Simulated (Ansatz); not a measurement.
# BaPbO3: the cost of one run

Computed with Ansatz 0.2.0 (DFT PBEsol, scalar-relativistic, plane waves, PAW, unless a step's input says otherwise).

### Step 1. The starting structure

It takes space group Pm-3m (No. 221, cubic). Conventional cell: a = 4.362 Å, b = 4.362 Å, c = 4.362 Å, α = 90.00°, β = 90.00°, γ = 90.00°. Ba (site symmetry m-3m) is surrounded by 12 O at 3.08 Å. Pb (site symmetry m-3m) has 6 O at 2.18 Å as nearest neighbours. Around O (site symmetry 4/mmm) lie 2 Pb at 2.18 Å and 4 Ba at 3.08 Å.

Coordinates:

```xyz
5
Lattice="4.3622 0.0000 0.0000 0.0000 4.3622 0.0000 0.0000 0.0000 4.3622" Properties=species:S:1:pos:R:3 pbc="T T T"
Ba    2.1811    2.1811    2.1811
Pb    0.0000    0.0000    0.0000
O     0.0000    2.1811    0.0000
O     0.0000    0.0000    2.1811
O     2.1811    0.0000    0.0000
```

The structure comes from the Materials Project (structure only).

(A quick probe on a coarse mesh, which set the mesh and smearing, is not shown.)

### Step 3. Relaxing cell and atoms

The input, input.yaml:

```yaml
crystal:
  lattice:
    - [4.362221, 0.0, 0.0]
    - [0.0, 4.362221, 0.0]
    - [0.0, 0.0, 4.362221]
  atoms:
    - { symbol: Ba, position: [0.5, 0.5, 0.5] }
    - { symbol: Pb, position: [0.0, 0.0, 0.0] }
    - { symbol: O, position: [0.0, 0.5, 0.0] }
    - { symbol: O, position: [0.0, 0.0, 0.5] }
    - { symbol: O, position: [0.5, 0.0, 0.0] }
basis:
  ecutwfc: 420
kpoints:
  mp_grid: { grid: [8, 8, 8] }
hamiltonian:
  xc: pbesol
scf:
  occupations: { method: gaussian, width: 0.1 }
output:
  forces: true
  stress: true
  eigenvalues: true
relax:
  adjacent_minimum: "off"
  f_tol: 0.005
  max_steps: 80
  cell: { stress_tol: 0.05 }
```

Started as:

```sh
ansatz run input.yaml --threads 1 --pin off --max-ram 2560MiB --backend cpu --events-out ev --progress --plain --runs-dir out
```

What time and memory should one allow on 1 thread of Arm Neoverse V2, shared host?

About 31 s, with a peak of 0.4 GiB.
